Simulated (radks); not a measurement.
# Spin polarisation of the 4f shell in Nd

The task here is to estimate one member of a computed series from the others.

Method: scalar-relativistic Kohn-Sham, LDA (Slater exchange, Perdew-Wang correlation), spin-polarised, spherical densities, finite nucleus. Code: radks (a radial shooting solver on a logarithmic mesh, Libxc functionals) version 1.

### The system

| Item | Value |
| --- | --- |
| element | neodymium (Z = 60) |
| charge | 0 |
| electrons | 60 |
| configuration | [Xe] 4f(up 2, down 2) 6s2 |
| nuclear rms radius | 4.9123 fm |

A shell typed twice in an input gives spin up, then spin down.

Set-up of the first run:

The run's settings:

```text
Z 60
configuration [Xe] 4f2 4f2 6s2
relativity scalar-relativistic
functional lda,pw
spin polarised
nucleus finite rms 4.9123 fm
c 137.035999084
```

Steps of the session up to this table: No moment.

One of the session's tables, all rows but one given; the rest of the session is left out.

It belongs to the step «No moment». Radial moments (bohr):

```
level     <r>  outermost maximum (interpolated)  90 % within  nodes
   3d  0.2418                             0.196        0.378      0
   4s  0.6076                             0.565        0.873      3
   4p       ?                                 ?            ?      ?
   4d  0.7075                             0.618         1.06      1
   5s   1.471                              1.32         2.12      4
   5p   1.731                              1.50         2.55      3
   6s   4.376                              3.72         6.46      5
   4f   1.127                             0.663         2.01      0
```

Estimate the missing values for 4p.

As computed: <r>: 0.6435; outermost maximum (interpolated): 0.590; 90 % within: 0.937; nodes: 2. In the column «<r>» it lies between 4s (0.6076) and 4d (0.7075).
